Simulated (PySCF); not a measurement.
**NiN: from the state search to spectroscopic constants**

The task here is to estimate one member of a computed series from the others.

Computed with PySCF 2.14.0. Level: Ni def2-TZVPPD, N def2-TZVPPD, no relativity.

1 further run of the same task is left out (it didn't finish).

The first run:

A driver script around PySCF takes these settings:

* atoms: Ni, N
* charge: 0
* basis: Ni def2-TZVPPD, N def2-TZVPPD
* Hamiltonian: no relativity
* basis functions: 104
* electrons treated: 35
* masses in u: 57.9353, 14.0031
* levels: PBE0, PBE, r²SCAN, BHandHLYP, B2PLYP, r²SCAN0, MN15, LDA, HSE06, HF, MP2, SCS-MP2
* grid: 80 radial by 434 angular points
* occupations: held fixed by the projection of orbital angular momentum
* dissociation limit: Ni + N, each in its ground configuration
* starting distance in angstrom: 1.710
* values of 2S to try: 1, 3, 5, 7

On the command line:

```bash
OMP_NUM_THREADS=2 python dia.py task.json out
```

Among the steps run: Input; First curve: PBE0; Higher solutions at PBE0; PBE (GGA); r²SCAN (meta-GGA); BHandHLYP (global hybrid GGA); B2PLYP (double hybrid); r²SCAN0; MN15 (hybrid meta-GGA); LDA; HSE06 (range-separated hybrid); UHF.

One of the session's tables, all rows but one given; the rest of the session is left out.

It belongs to the step «The curves together». Energy (eV) from each level's lowest point:

| R (Å) | UHF | UHF-MP2 | UHF-SCS-MP2 | LDA | PBE |
| --- | --- | --- | --- | --- | --- |
| 1.428 | 3.428 | 0.458 | 0.944 | 0.559 | 0.746 |
| 1.494 | 2.410 | 0.317 | 0.651 | 0.153 | 0.267 |
| 1.560 | 1.619 | 0.175 | 0.395 | 0.000 | 0.046 |
| 1.610 | 1.158 | 0.090 | 0.243 | 0.002 | 0.000 |
| 1.660 | 0.797 | 0.032 | 0.128 | 0.076 | 0.028 |
| 1.710 | 0.520 | 0.001 | 0.051 | 0.202 | 0.110 |
| 1.776 | 0.262 | 0.000 | 0.000 | 0.424 | 0.276 |
| 1.859 | ? | ? | ? | ? | ? |
| 1.959 | 0.000 | 0.189 | 0.094 | 1.174 | 0.878 |
| 2.092 | 0.003 | 0.818 | 0.760 | 1.727 | 1.331 |

Q: Estimate the row for R (Å) = 1.859 from the others.

Worked estimate for «UHF». A straight line through the neighbours (1.776, 0.262) and (1.959, 0.000) gives 0.262 + (0.000 − 0.262) × (1.859 − 1.776) / (1.959 − 1.776) = 0.143; a parabola fitted to 4 rows on both sides gives 0.101.

**Answer.** UHF: 0.077; UHF-MP2: 0.056; UHF-SCS-MP2: 0.007; LDA: 0.752; PBE: 0.536. In «UHF» the line misses by +0.066 and the parabola by +0.024.

Limits of these values: The state is the lowest single determinant that the PBE0 search found; with open d or f shells the true ground state can be another one.
